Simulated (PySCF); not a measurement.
# BBrClF (bromochlorofluoroborane) at 6 levels

Aim: a comparison of 6 runs (HF/STO-3G, HF/def2-SVP, M06-2X/STO-3G, B3LYP/6-31G**, PBE0/def2-SVP, B3LYP/6-31G*) of BBrClF (bromochlorofluoroborane). The job is set up through a Python script.

The results are computed with PySCF 2.14.0.

### Step 1. The structure to begin with

BBrClF has 4 atoms, charge 0, and is taken as a singlet. SMILES: `FB(Cl)Br`. Geometry: relaxed at PBE0-D4/def2-TZVP.

Bond lengths: F1–B2 1.309 Å, B2–Cl3 1.737 Å, B2–Br4 1.903 Å. Angles: F1–B2–Cl3 119.4°, F1–B2–Br4 119.0°, Cl3–B2–Br4 121.6°.

### Step 2. Energy and forces at HF/STO-3G (run 1)

The input, job.py:

```python
import pyscf.grad
from pyscf import gto

mol = gto.Mole()
mol.atom = 'F -0.037800 -1.335000 -0.542400; B 0.000500 -0.136300 -0.018100; Cl -0.369900 0.071000 1.666000; Br 0.462600 1.340100 -1.125800'
mol.basis = 'sto-3g'
mol.verbose = 3
mol.max_memory = 1860
mol.build()

mf = mol.RHF()
mf.conv_tol = 1e-10
mf.kernel()
if not mf.converged:
    mf = mf.newton().run(mf.mo_coeff, mf.mo_occ)

e_final = mf.e_tot
print(f'total energy: {e_final:.8f} hartree')
grad = mf.Gradients().kernel()
dip = mf.dip_moment()
pop, q = mf.mulliken_pop()
```

Command:

```sh
OMP_NUM_THREADS=1 python job.py
```

The log of the run:

```text
converged SCF energy = -3121.80246783704
total energy: -3121.80246784 hartree
--------------- RHF gradients ---------------
         x                y                z
0 F     0.0001723533    -0.0172172031    -0.0105800982
1 B    -0.0096843886     0.0144716603     0.0492032326
2 Cl     0.0074824258    -0.0028983676    -0.0332794283
3 Br     0.0020296096     0.0056439104    -0.0053437061
----------------------------------------------
Dipole moment(X, Y, Z, Debye):  0.10677, -0.72327, -0.86547
 ** Mulliken pop  **
pop of  0 F 1s            1.99867
pop of  0 F 2s            1.93154
pop of  0 F 2px           1.79174
pop of  0 F 2py           1.58550
pop of  0 F 2pz           1.84299
pop of  1 B 1s            1.99043
pop of  1 B 2s            0.86350
pop of  1 B 2px           0.45292
pop of  1 B 2py           0.62879
pop of  1 B 2pz           0.63730
pop of  2 Cl 1s           1.99996
pop of  2 Cl 2s           1.99868
pop of  2 Cl 3s           1.96181
pop of  2 Cl 2px          1.99806
pop of  2 Cl 2py          1.99915
pop of  2 Cl 2pz          1.99034
pop of  2 Cl 3px          1.87509
pop of  2 Cl 3py          1.95655
pop of  2 Cl 3pz          1.43817
pop of  3 Br 1s           2.00000
pop of  3 Br 2s           1.99977
pop of  3 Br 3s           1.99951
pop of  3 Br 4s           1.94058
pop of  3 Br 2px          1.99996
pop of  3 Br 2py          1.99986
pop of  3 Br 2pz          1.99991
pop of  3 Br 3px          1.99768
pop of  3 Br 3py          1.99262
pop of  3 Br 3pz          1.99532
pop of  3 Br 4px          1.85358
pop of  3 Br 4py          1.56338
pop of  3 Br 4pz          1.71883
pop of  3 Br 3dxy         1.99972
pop of  3 Br 3dyz         1.99888
pop of  3 Br 3dz^2        1.99986
pop of  3 Br 3dxz         1.99983
pop of  3 Br 3dx2-y2      1.99953
 ** Mulliken atomic charges  **
charge of    0F =     -0.15043
charge of    1B =      0.42707
charge of    2Cl =     -0.21782
charge of    3Br =     -0.05882
```

Run time: 3.6 s. Hardware: 1 thread of Intel Xeon at 2.70GHz, shared host; peak memory 0.12 GiB.

### Step 3. Energy and gradient at HF/def2-SVP (run 2)

The input, input.py:

```python
import pyscf.grad
from pyscf import gto, scf

mol = gto.M(
    atom='''
F     -0.071432    -2.522784    -1.024987
B      0.000945    -0.257570    -0.034204
Cl    -0.699010     0.134171     3.148284
Br     0.874187     2.532422    -2.127454
''',
    spin=0,
    max_memory=1860,
    basis='def2-svp',
    unit='bohr',
    charge=0,
    verbose=4,
)

myscf = scf.RHF(mol)
myscf.conv_tol = 1e-10
myscf.kernel()
if not myscf.converged:
    myscf = myscf.newton().run(myscf.mo_coeff, myscf.mo_occ)

e_final = myscf.e_tot
print('E(%s) = %.9f' % ('HF', e_final))
grad = myscf.Gradients().kernel()
myscf.analyze()
```

Command:

```sh
OMP_NUM_THREADS=1 python input.py
```

The log of the run:

```text
PySCF version 2.14.0

[... 76 lines left out ...]
Two-electron Energy =                 1514.217450226494066
[... 11 lines left out ...]
MO #8   energy= -10.5859183464646  occ= 2
[... 9 lines left out ...]
MO #18  energy= -3.20804104515104  occ= 2
[... 9 lines left out ...]
MO #28  energy= -0.646690182379051 occ= 2
[... 9 lines left out ...]
MO #38  energy= 0.337259570760523  occ= 0
[... 9 lines left out ...]
MO #48  energy= 0.822249365923518  occ= 0
[... 9 lines left out ...]
MO #58  energy= 1.2579544639223    occ= 0
[... 9 lines left out ...]
MO #68  energy= 2.12206741599841   occ= 0
[... 9 lines left out ...]
MO #78  energy= 4.20938880940355   occ= 0
[... 85 lines left out ...]
Dipole moment(X, Y, Z, Debye): -0.01360,  0.24733,  0.19893
```

It took 8.7 s on 1 thread of Intel Xeon at 2.70GHz, shared host; peak memory 0.15 GiB.

Run 3 isn't shown in full; the table further down has it.

### Step 4. Energy and gradient at B3LYP/6-31G(d,p) (spherical functions) (run 4)

The input, input.py:

```python
import pyscf.grad
from pyscf import gto, dft

mol = gto.M(
    atom=[
    ('F', (-0.037800, -1.335000, -0.542400)),
    ('B', (0.000500, -0.136300, -0.018100)),
    ('Cl', (-0.369900, 0.071000, 1.666000)),
    ('Br', (0.462600, 1.340100, -1.125800)),
],
    max_memory=1860,
    basis='6-31g**',
    verbose=3,
)

myscf = dft.RKS(mol)
myscf.xc = 'b3lyp'
myscf.grids.level = 5
myscf.conv_tol = 1e-10
myscf.kernel()
if not myscf.converged:
    myscf = myscf.newton().run(myscf.mo_coeff, myscf.mo_occ)

e_tot = myscf.e_tot
print('Final energy', e_tot)
grad = myscf.Gradients().kernel()
dip = myscf.dip_moment()
pop, q = myscf.mulliken_pop()
```

Command:

```sh
OMP_NUM_THREADS=1 python input.py
```

The log of the run:

```text
converged SCF energy = -3158.89087811742
Final energy -3158.8908781174237
[... 7 lines left out ...]
Dipole moment(X, Y, Z, Debye): -0.00249, -0.03211, -0.00797
[... 83 lines left out ...]
charge of    3Br =     -0.11673
```

It took 35 s on 1 thread of Intel Xeon at 2.70GHz, shared host; peak memory 0.77 GiB.

Run 5 isn't shown in full; the table further down has it.

### Step 5. Energy and gradient at B3LYP/6-31G(d) (Cartesian functions) (run 6)

The input, input.py:

```python
from pyscf import gto, dft

mol = gto.Mole()
mol.atom = [
    ('F', (-0.037800, -1.335000, -0.542400)),
    ('B', (0.000500, -0.136300, -0.018100)),
    ('Cl', (-0.369900, 0.071000, 1.666000)),
    ('Br', (0.462600, 1.340100, -1.125800)),
]
mol.basis = '6-31g*'
mol.max_memory = 1860
mol.verbose = 4
mol.charge = 0
mol.spin = 0
mol.cart = True
mol.build()

ks = dft.RKS(mol)
ks.xc = 'b3lyp'
ks.grids.level = 5
ks.conv_tol = 1e-10
ks.kernel()
if not ks.converged:
    ks = ks.newton().run(ks.mo_coeff, ks.mo_occ)

energy = ks.e_tot
print('E = %.10f Eh' % energy)
grad = ks.nuc_grad_method().kernel()
ks.analyze()
```

Command:

```sh
OMP_NUM_THREADS=1 python input.py
```

The log of the run:

```text
PySCF version 2.14.0

[... 88 lines left out ...]
Nuclear Repulsion Energy =             282.415823585322414
[... 12 lines left out ...]
MO #7   energy= -24.7477704264807  occ= 2
[... 10 lines left out ...]
MO #18  energy= -2.64758274431637  occ= 2
[... 10 lines left out ...]
MO #29  energy= -0.392142142422864 occ= 2
[... 10 lines left out ...]
MO #40  energy= 0.309292290072574  occ= 0
[... 10 lines left out ...]
MO #51  energy= 0.591914153593577  occ= 0
[... 10 lines left out ...]
MO #62  energy= 1.31679627450526   occ= 0
[... 10 lines left out ...]
MO #73  energy= 2.40935452188648   occ= 0
[... 10 lines left out ...]
MO #84  energy= 90.303006607413    occ= 0
[... 91 lines left out ...]
Dipole moment(X, Y, Z, Debye): -0.00336, -0.02893, -0.00247
```

It took 38 s on 1 thread of Intel Xeon at 2.70GHz, shared host; peak memory 0.82 GiB.

### Step 6. All runs side by side

```
run                                level  integration grid  Cartesian functions   energy (Eh)  dipole moment (D)  HOMO energy (eV)  LUMO energy (eV)  wall time
  1                            HF/STO-3G                 –                   no  -3121.802468               1.13             -9.47              6.14      3.6 s
  2                          HF/def2-SVP                 –                   no  -3155.621120               0.32            -11.86              2.90      8.7 s
  3                        M06-2X/STO-3G                 5                   no  -3124.336302               1.33             -7.40              2.74       18 s
  4  B3LYP/6-31G** (spherical functions)                 5                   no  -3158.890878               0.03             -8.47             -1.14       35 s
  5                        PBE0/def2-SVP                 5                   no  -3158.058825               0.26             -8.73             -0.94       28 s
  6   B3LYP/6-31G* (Cartesian functions)                 5                  yes  -3158.904225               0.03             -8.47             -1.14       38 s
```

### Step 7. Results

| quantity | value |
| --- | --- |
| run 6: total energy | -3158.90423 Eh |
| run 6: dipole moment | 0.03 D |
| run 6: HOMO energy | -8.47 eV |
| run 6: LUMO energy | -1.14 eV |
| run 6: HOMO–LUMO gap | 7.33 eV |
| run 6: largest force on an atom | 0.439 eV/Å |

What this shows: The dipole moment (its size) runs from 0.03 D (B3LYP/6-31G*) to 1.33 D (M06-2X/STO-3G). The two ends differ in method and basis. The HOMO–LUMO gap runs from 7.33 eV (B3LYP/6-31G*) to 15.61 eV (HF/STO-3G). Totals of different functionals can't be ranked against each other. In runs 1, 3 the basis is minimal, so the values are rough. All runs together took 2.2 min, the longest 38 s.
